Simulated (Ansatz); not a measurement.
# C2H6BBr: up Jacob's ladder to CCSD(T)

One table from this session's results is given with a row withheld; the runs are named, their logs left out.

The runs use Ansatz 0.2.0, Gaussian basis; functionals in def2-TZVPP, the program's frozen cores in correlated methods.

The runs, in order: PBE-D4, r2SCAN-D4, PBE0-D4, B3LYP-D4, ωB97X-V, ωB97M-V, B2PLYP; CCSD(T)/def2-TZVPP; MP2/def2-QZVPP; extrapolation to the limit.

**Structure used throughout**

The geometry comes from an earlier relaxation with PBE0-D4 in a triple-zeta def2 set; it is a stationary point, not always the lowest conformer.

SMILES `BC(C)Br`, 10 atoms, charge 0, spin multiplicity 1.

Atoms are counted from 1 here; the program's logs count them from 0.

Bond lengths: B1–C2 1.556 Å, B1–H5 1.194 Å, B1–H6 1.196 Å, C2–C3 1.496 Å, C2–Br4 2.028 Å, C2–H7 1.088 Å, C3–H8 1.092 Å, C3–H9 1.091 Å, C3–H10 1.096 Å. Angles: C2–B1–H5 119.8°, C2–B1–H6 118.3°, H5–B1–H6 121.5°, B1–C2–C3 123.2°, B1–C2–Br4 77.8°, B1–C2–H7 117.9°, C3–C2–Br4 111.5°, C3–C2–H7 114.0°, Br4–C2–H7 103.1°, C2–C3–H8 113.0°, C2–C3–H9 111.4°, C2–C3–H10 107.4°, H8–C3–H9 109.4°, H8–C3–H10 107.7°, H9–C3–H10 107.8°.

Geometry (Å):

```xyz
10

B    -0.6064    1.2343   -0.4319
C     0.0866   -0.1575   -0.4787
C     0.7606   -0.7779    0.7041
Br   -1.8780   -0.6525   -0.5573
H    -0.7943    1.8384   -1.4441
H    -0.8251    1.7239    0.6366
H     0.4676   -0.5046   -1.4370
H     0.8053   -1.8671    0.6460
H     0.2765   -0.4853    1.6365
H     1.7902   -0.4029    0.7289
```

Set-up of the first run:

File in.yaml:

```yaml
crystal:
  periodic: [false, false, false]
  atoms:
    - {symbol: B, position_ang: [-0.606415, 1.234336, -0.431913]}
    - {symbol: C, position_ang: [0.086634, -0.157454, -0.478710]}
    - {symbol: C, position_ang: [0.760626, -0.777945, 0.704097]}
    - {symbol: Br, position_ang: [-1.877988, -0.652509, -0.557349]}
    - {symbol: H, position_ang: [-0.794274, 1.838414, -1.444113]}
    - {symbol: H, position_ang: [-0.825064, 1.723921, 0.636648]}
    - {symbol: H, position_ang: [0.467552, -0.504634, -1.436979]}
    - {symbol: H, position_ang: [0.805339, -1.867080, 0.646036]}
    - {symbol: H, position_ang: [0.276489, -0.485310, 1.636467]}
    - {symbol: H, position_ang: [1.790201, -0.402939, 0.728917]}
basis:
  gaussian: {orbitals: def2-TZVPP}
hamiltonian: {xc: pbe, dispersion: d4}
output: {forces: true, orbitals: {seedname: orbitals}}
```

Run with:

```bash
$ ansatz run in.yaml --threads 4 --pin off --events-out ev --progress --plain --max-ram 10444MiB
```

Among the steps run: PBE-D4 (GGA); r2SCAN-D4 (meta-GGA); PBE0-D4 (hybrid); B3LYP-D4 (hybrid); ωB97X-V (range-separated); ωB97M-V (range-separated); B2PLYP (double hybrid); CCSD(T) in def2-TZVPP; MP2 in def2-QZVPP.

One of the session's tables, all rows but one given; the rest of the session is left out.

| method | atomisation energy (kJ/mol) |
| --- | --- |
| PBE-D4 | 3654.1 |
| r2SCAN-D4 | 3609.3 |
| PBE0-D4 | 3614.0 |
| B3LYP-D4 | 3587.5 |
| ωB97X-V | 3582.6 |
| ωB97M-V | 3591.1 |
| B2PLYP | 3551.5 |
| HF/def2-TZVPP | ? |
| MP2/def2-TZVPP | 3550.3 |
| CCSD/def2-TZVPP | 3456.5 |
| CCSD(T)/def2-TZVPP | 3504.3 |
| MP2/CBS | 3627.5 |
| CCSD(T)/CBS | 3581.4 |

Estimate the missing values for HF/def2-TZVPP.

**Answer.** atomisation energy (kJ/mol): 2720.1. In the column «atomisation energy (kJ/mol)» it is the lowest.
